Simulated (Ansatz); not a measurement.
# BaGe3 (AuCu3 type): equation of state and elastic constants

The task here is to estimate one member of a computed series from the others.

Program: Ansatz 0.2.0. Level of theory: DFT PBEsol, scalar-relativistic, plane waves, PAW. These are calculated values, not measurements.

### The structure to begin with

It takes space group Pm-3m (No. 221, cubic). Conventional cell: a = 4.542 Å, b = 4.542 Å, c = 4.542 Å, α = 90.00°, β = 90.00°, γ = 90.00°. Ba (site symmetry m-3m) has 12 Ge at 3.21 Å as nearest neighbours. Ge (site symmetry 4/mmm) is surrounded by 4 Ba at 3.21 Å and 8 Ge at 3.21 Å.

Coordinates:

```cif
data_structure
_symmetry_space_group_name_H-M 'Pm-3m'
_symmetry_Int_Tables_number 221
_cell_length_a 4.5424
_cell_length_b 4.5424
_cell_length_c 4.5424
_cell_angle_alpha 90.000
_cell_angle_beta 90.000
_cell_angle_gamma 90.000
_cell_volume 93.72
loop_
_atom_site_label
_atom_site_type_symbol
_atom_site_symmetry_multiplicity
_atom_site_Wyckoff_symbol
_atom_site_fract_x
_atom_site_fract_y
_atom_site_fract_z
_atom_site_occupancy
Ba1 Ba 1 a 0.00000 0.00000 0.00000 1
Ge1 Ge 3 c 0.00000 0.50000 0.50000 1
```

An earlier run at PBEsol left this cell at 23.431 Å³/atom and 0.01 GPa (8×8×8 mesh).

Volume factors to run: 0.980, 1.020, 0.960, 1.040.

The first run:

The input, input.yaml:

```yaml
crystal:
  lattice:
    - [4.5119066499, 0.0, 0.0]
    - [0.0, 4.5119066499, 0.0]
    - [0.0, 0.0, 4.5119066499]
  atoms:
    - { symbol: Ba, position: [0.0, 0.0, 0.0] }
    - { symbol: Ge, position: [0.0, 0.5, 0.5] }
    - { symbol: Ge, position: [0.5, 0.5, 0.0] }
    - { symbol: Ge, position: [0.5, 0.0, 0.5] }
basis:
  ecutwfc: 420
  ecutrho_ratio: 4
kpoints:
  mp_grid: { grid: [8, 8, 8] }
hamiltonian:
  xc: pbesol
scf:
  occupations: { method: gaussian, width: 0.05 }
output:
  forces: true
  stress: true
  eigenvalues: true
```

Steps of the session up to this table: At 0.980 of the relaxed volume; Scaling the volume by 1.020; At 0.960 of the relaxed volume; Volume × 1.040.

One of the session's tables, all rows but one given; the rest of the session is left out.

It belongs to the step «Energy and pressure against volume». 

| volume (Å³/atom) | energy (meV/atom) | pressure (GPa) |
| --- | --- | --- |
| 22.494 | 7.04 | 2.45 |
| 22.963 | ? | ? |
| 23.431 | 0.00 | 0.01 |
| 23.900 | 1.52 | -1.03 |
| 24.368 | 5.95 | -1.97 |

Q: Estimate the row for volume (Å³/atom) = 22.963 from the others.

Worked estimate for «energy (meV/atom)». A straight line through the neighbours (22.494, 7.04) and (23.431, 0.00) gives 7.04 + (0.00 − 7.04) × (22.963 − 22.494) / (23.431 − 22.494) = 3.52; a parabola fitted to 3 rows on both sides gives 1.84.

As computed: energy (meV/atom): 1.72; pressure (GPa): 1.17. In «energy (meV/atom)» the line misses by +1.80 and the parabola by +0.12.
